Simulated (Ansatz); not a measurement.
CsLiCr2Te2S3 in Ansatz: the effect of Hubbard term

The system is CsLiCr2Te2S3.

```
Cs Li Cr Te S
1.0
     3.60358    0.00000    0.00000
    -1.80179    3.12079    0.00000
     0.00000    0.00000   19.06651
Cs Li Cr Te S
1 1 2 2 3
Direct
  0.00000 0.00000 0.37399
  0.66667 0.33333 0.01607
  0.00000 0.00000 0.86637
  0.33333 0.66667 0.16833
  0.33333 0.66667 0.53891
  0.66667 0.33333 0.77276
  0.00000 0.00000 0.10030
  0.33333 0.66667 0.92920
  0.66667 0.33333 0.23408
```

The cell was built by a generator and needn't be a form met in nature.

Alike in all runs:

* Program: Ansatz 0.2.0
* Task: projected density of states
* Functional: PBE
* Potentials or basis: Ansatz PAW
* Cutoff: 420 eV
* Density cutoff: 1680 eV
* k mesh: 9 × 9 × 2
* Occupations: fermi-dirac, width 0.05 eV
* Spin: collinear spin, ferromagnetic start
* Starting moments: [0.0, 0.0, 3.0, 3.0, 0.0, 0.0, 0.0, 0.0, 0.0] μB
* Hubbard projectors: ortho-atomic (the default)
* Double counting: fll (the default)

Task: One run gave: pressure 2.6 GPa; moment 6.09 μB; largest force 0.77 eV/Å. Which Hubbard term did it use?
A. Cr d U = 6 eV
B. Cr d U = 4 eV
C. Cr d U = 2 eV
D. Cr d U = 8 eV

Result: B.

```tsv
Hubbard term	pressure (GPa)	moment (μB)	largest force (eV/Å)
Cr d U = 2 eV	1.3	5.93	0.40
Cr d U = 4 eV	2.6	6.09	0.77
Cr d U = 6 eV	4.0	6.12	1.10
Cr d U = 8 eV	5.4	6.15	1.41
```

Caveats: the magnetic or orbital state may not be the lowest; only a ferromagnetic start was run, and an antiferromagnetic order may lie lower in energy; the density of states is complete only up to the lowest level of the last band computed; forces of over 1 eV/Å show positions far from the minimum, so gaps and moduli don't describe the material at rest (some runs).

Not every run made on this cell is shown here.
